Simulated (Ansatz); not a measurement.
This script makes relaxations under a series of pressures of Al, space group P6_3/mmc with Ansatz's Python interface.

Script `compress_al.py`:
```python
'''Volume and enthalpy of Al against pressure.'''

import warnings

import ansatz as az
import numpy as np
import pandas as pd

def edges_and_angles(cell):
    cell = np.asarray(cell)
    a, b, c = np.linalg.norm(cell, axis=1)
    cosines = cell[1] @ cell[2] / (b * c), cell[0] @ cell[2] / (a * c), cell[0] @ cell[1] / (a * b)
    return (a, b, c, *np.degrees(np.arccos(cosines)))

warnings.simplefilter('ignore', az.DeckWarning)

structure = (
    az.Lattice.from_parameters(2.827077, 2.827077, 9.185993, alpha=90, beta=90, gamma=120)
    .space_group(194)
    .atom('Al', (0.0, 0.0, 0.0))
    .atom('Al', (1 / 3, 2 / 3, 0.25))
)

calc = (
    structure.calculation()
    .functional('pbesol')
    .kpoints(7, 7, 2)
    .basis(320, density_ratio=8)
    .pseudopotentials('paw')
    .scf(max_iterations=200)
    .occupations('fermi_dirac')  # fractional filling near the Fermi level
    .mixing('broyden', beta=0.3)
)

# H = F + PV, with 1 GPa A^3 = 1/160.21766 eV
rows = []
for pressure in [0, 2, 4, 6, 8]:
    result = calc.relax(cell=True, pressure=pressure, force_tolerance=0.001).run(threads=1, backend='cpu')
    cell = result.lattice.cell_ang
    n_atoms = len(result.lattice.sites)
    volume = abs(np.linalg.det(cell)) / n_atoms
    enthalpy = result.report['free_energy_ev'] / n_atoms + pressure * volume / 160.21766
    rows.append((pressure, volume, enthalpy, *edges_and_angles(cell)))
    print(f'{pressure} GPa done: {volume:.4f} A^3/atom')

table = pd.DataFrame(rows, columns=['P_GPa', 'V_A3_atom', 'H_eV_atom', 'a', 'b', 'c', 'alpha', 'beta', 'gamma'])
print(table.round(4).to_string(index=False))
p, v = np.array([row[0] for row in rows], float), np.array([row[1] for row in rows])
print('mean bulk modulus between rows (GPa):', np.round(-np.diff(p) / np.diff(np.log(v)), 1))
```

How far does the cell shrink over this series of pressures, and what bulk modulus does the first step imply?

The volume falls from 16.30 Å³ an atom at 0 GPa to 15.03 at 8 GPa, by 7.8 %. Between 0 and 2 GPa, -V dP/dV is about 89 GPa, a mean over that step.

The output:

Output of `python compress_al.py`:
```text
0 GPa done: 16.3044 A^3/atom
2 GPa done: 15.9401 A^3/atom
4 GPa done: 15.5969 A^3/atom
6 GPa done: 15.3003 A^3/atom
8 GPa done: 15.0312 A^3/atom
 P_GPa  V_A3_atom  H_eV_atom      a      b      c  alpha  beta  gamma
     0    16.3044  -524.5382 2.8561 2.8561 9.2321   90.0  90.0  120.0
     2    15.9401  -524.3368 2.8323 2.8323 9.1782   90.0  90.0  120.0
     4    15.5969  -524.1402 2.8101 2.8101 9.1230   90.0  90.0  120.0
     6    15.3003  -523.9476 2.7909 2.7909 9.0726   90.0  90.0  120.0
     8    15.0312  -523.7580 2.7736 2.7736 9.0248   90.0  90.0  120.0
mean bulk modulus between rows (GPa): [ 88.5  91.9 104.1 112.7]
```

What to keep in mind:
- The settings weren't tested for convergence.
- The cutoff lies under the one recommended for these potentials.
- Under the recommended cutoff a pressure can be off by several GPa, even in sign.
- At a fixed pressure a relaxation lowers the enthalpy F + PV, while F alone can rise.
- The mesh is modest for a metal, so energies can be off by several to tens of meV an atom and pressures by half a GPa or more; differences at equal mesh fare better.
- This isn't the structure that Al takes at ambient conditions.
- Symmetry holds the cell in this phase, whether or not it is the stable one at each pressure.
- The script silences the warnings on its input, which a real study should read.
- Timing: 18 s on 1 thread of Arm Neoverse V1, with other jobs on the host, peak memory 0.42 GiB.
